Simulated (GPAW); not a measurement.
# CaB2 in GPAW: convergence with convergence criteria

The system is CaB2.

```xyz
3
Lattice="3.2264 0.0000 0.0000 -1.6132 2.7942 0.0000 0.0000 0.0000 4.0674" Properties=species:S:1:pos:R:3 pbc="T T T"
Ca    0.0000    0.0000    0.0000
B     1.6132    0.9314    2.0337
B     0.0000    1.8628    2.0337
```

The cell comes from a database or a generator and needn't be the stable form of this composition.

```yaml
Program: GPAW 26.7.0
Task: convergence study
Functional: LDA
Potentials_or_basis: the program's PAW data sets (release 1.2.1) made for this functional
Cutoff: 800 eV
Basis: pw
k_mesh: 7 × 7 × 5
Occupations: fermi-dirac, width 0.05 eV
Spin: no spin polarisation
```

These are the settings of the first run; the series varies convergence criteria, with any setting tied to it.

Hardware: 1 thread of Arm Neoverse V2, with other jobs on the host.

| convergence criteria | energy less the tightest run, at zero smearing (meV/atom) | SCF cycles | CPU time (s) | peak memory (GiB) |
| --- | --- | --- | --- | --- |
| density=0.001 energy=0.01 eigenstates=0.0001 | 0.00 | 7 | 10 | 0.16 |
| default | 0.00 | 9 | 13 | 0.16 |
| density=1e-05 energy=1e-05 | 0.00 | 11 | 14 | 0.16 |
| density=1e-05 forces=0.0001 | 0.00 | 12 | 14 | 0.16 |
| density=1e-06 energy=1e-06 eigenstates=1e-10 | 0.00 | 12 | 16 | 0.16 |

Against the tightest run, the energy stays within 1 meV/atom from density=0.001 energy=0.01 eigenstates=0.0001 on. The tightest run that finished is the yardstick and may itself not be fully converged.
